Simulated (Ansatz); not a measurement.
# GaCl2O (SMILES [O][Ga]([Cl])[Cl]): UCAM-B3LYP/aug-cc-pVDZ

Aim: the vertical electron affinity of GaCl2O at UCAM-B3LYP/aug-cc-pVDZ, from 2 runs. 

Program for the calculation: Ansatz 0.2.0.

47 further runs of the same task are left out: 5 that didn't finish, 42 set aside as unsound or not needed.

### 1 Starting point

GaCl2O: 4 atoms, total charge 0, spin state doublet. As SMILES, `[O][Ga]([Cl])[Cl]`. Geometry: relaxed at PBE0-D4/def2-TZVP.

Bond lengths: O1–Ga2 1.794 Å, Ga2–Cl3 2.110 Å, Ga2–Cl4 2.110 Å. Angles: O1–Ga2–Cl3 118.5°, O1–Ga2–Cl4 118.5°, Cl3–Ga2–Cl4 123.0°.

### 2 A single-point energy at UCAM-B3LYP/aug-cc-pVDZ

Contents of job.yaml:

```yaml
crystal:
  periodic: [false, false, false]
  atoms:
    - {symbol: O, position_ang: [0.746300, 1.055700, 1.312100]}
    - {symbol: Ga, position_ang: [0.035800, 0.016900, 0.034200]}
    - {symbol: Cl, position_ang: [0.760400, -1.952900, -0.180900]}
    - {symbol: Cl, position_ang: [-1.486800, 0.819800, -1.185700]}
basis:
  gaussian:
    orbitals: aug-cc-pVDZ
accuracy: high
hamiltonian:
  xc: {name: CAM-B3LYP}
output: {orbitals: {seedname: orbitals}}
magnetization:
  spin_polarized: true
  initial_magnetization: 1
```

Command:

```sh
$ ansatz run job.yaml --threads 1 --pin off --max-ram 3480MiB --events-out events.jsonl --progress --plain --runs-dir runs
```

Output:

```text
Warning: RAYON_NUM_THREADS=1 ignored (pool sized by the plan → 1); use --threads N
Functional definition: CAM-B3LYP
  name "CAM-B3LYP"
  parameter alpha = 0.19
  parameter beta = 0.46
  parameter omega = 0.33/bohr
  parameter ac = 0.81
  exchange = (1 - alpha - beta)*b88_x + beta*b88_x_sr(omega) + alpha*exact_x + beta*exact_x_lr(omega)
  correlation = (1 - ac)*vwn5_c + ac*lyp_c
2216 factors; integrals over basis functions are off by at most 3.7e-9 eV
574 factors; integrals over basis functions are off by at most 1.4e-9 eV
mean field evaluation 1: about -79458.6430 eV, gradient 5.2e1 eV
mean field evaluation 2: about -79282.4655 eV, gradient 1.3e2 eV
mean field evaluation 4: about -79471.5558 eV, gradient 2.2e1 eV
mean field evaluation 8: about -79474.7167 eV, gradient 2.8e-1 eV
mean field evaluation 16: about -79474.7710 eV, gradient 2.4e-3 eV
mean field evaluation 32: about -79474.7710 eV, gradient 2.7e-5 eV
mean field -79474.77095577 eV, -2920.6439626899 hartree, gradient 2.4e-8 eV, S^2 0.754191; 2 other end points of the search recorded, 0 dependent functions left out
reference -79474.77097395 eV, -2920.6439633581 hartree; 37, 36 occupied and 76, 77 virtual orbitals, 2216 factors
Total energy: -79474.77097395 eV, -2920.6439633581 hartree
```

Wall time 75 s (1 thread of Arm Neoverse V2, shared host); peak memory 0.87 GiB.

### 3 The singlet anion

Contents of molecule.yaml:

```yaml
crystal:
  periodic: [false, false, false]
  atoms:
    - {symbol: O, position_ang: [0.746300, 1.055700, 1.312100]}
    - {symbol: Ga, position_ang: [0.035800, 0.016900, 0.034200]}
    - {symbol: Cl, position_ang: [0.760400, -1.952900, -0.180900]}
    - {symbol: Cl, position_ang: [-1.486800, 0.819800, -1.185700]}
basis:
  gaussian:
    orbitals: aug-cc-pVDZ
total_charge: -1
hamiltonian:
  xc: {name: CAM-B3LYP}
accuracy: high
output:
  orbitals: {seedname: orbitals}
```

Command:

```sh
$ ansatz run molecule.yaml --threads 1 --pin off --max-ram 3480MiB --events-out events.jsonl --progress --plain --runs-dir runs
```

Output (excerpt; [...] marks lines left out):

```text
Warning: RAYON_NUM_THREADS=1 ignored (pool sized by the plan → 1); use --threads N
[... 8 set-up lines as earlier in the session ...]
2216 factors; integrals over basis functions are off by at most 3.7e-9 eV
574 factors; integrals over basis functions are off by at most 1.4e-9 eV
mean field evaluation 1: about -79472.1359 eV, gradient 5.0e1 eV
mean field evaluation 2: about -79361.9318 eV, gradient 1.7e2 eV
mean field evaluation 4: about -79477.7415 eV, gradient 7.5e0 eV
mean field evaluation 8: about -79477.9362 eV, gradient 3.9e-1 eV
mean field evaluation 16: about -79477.9366 eV, gradient 9.7e-5 eV
mean field -79477.93657669 eV, -2920.7602971129 hartree, gradient 5.7e-8 eV, S^2 0.000000; 0 other end points of the search recorded, 0 dependent functions left out
reference -79477.93659438 eV, -2920.7602977631 hartree; 37, 37 occupied and 76, 76 virtual orbitals, 2216 factors
Total energy: -79477.93659438 eV, -2920.7602977631 hartree
```

Wall time 19 s (1 thread of Arm Neoverse V2, shared host); peak memory 0.56 GiB.

### 4 Results

Level: UCAM-B3LYP/aug-cc-pVDZ.

```
                                                            quantity           value
                                        doublet GaCl2O: total energy  -2920.64396 Eh
                  doublet GaCl2O: HOMO energy (highest over α and β)       -11.01 eV
                   doublet GaCl2O: LUMO energy (lowest over α and β)        -3.78 eV
                                                doublet GaCl2O: ⟨S²⟩           0.754
                                         singlet anion: total energy  -2920.76030 Eh
                                          singlet anion: HOMO energy        -2.81 eV
                                          singlet anion: LUMO energy         3.21 eV
singlet anion: HOMO–LUMO gap (to an unbound level, set by the basis)         6.03 eV
                   vertical electron affinity (to the singlet anion)        3.166 eV
```

What this shows: At fixed nuclei the extra electron is bound by 3.17 eV (73 kcal/mol).
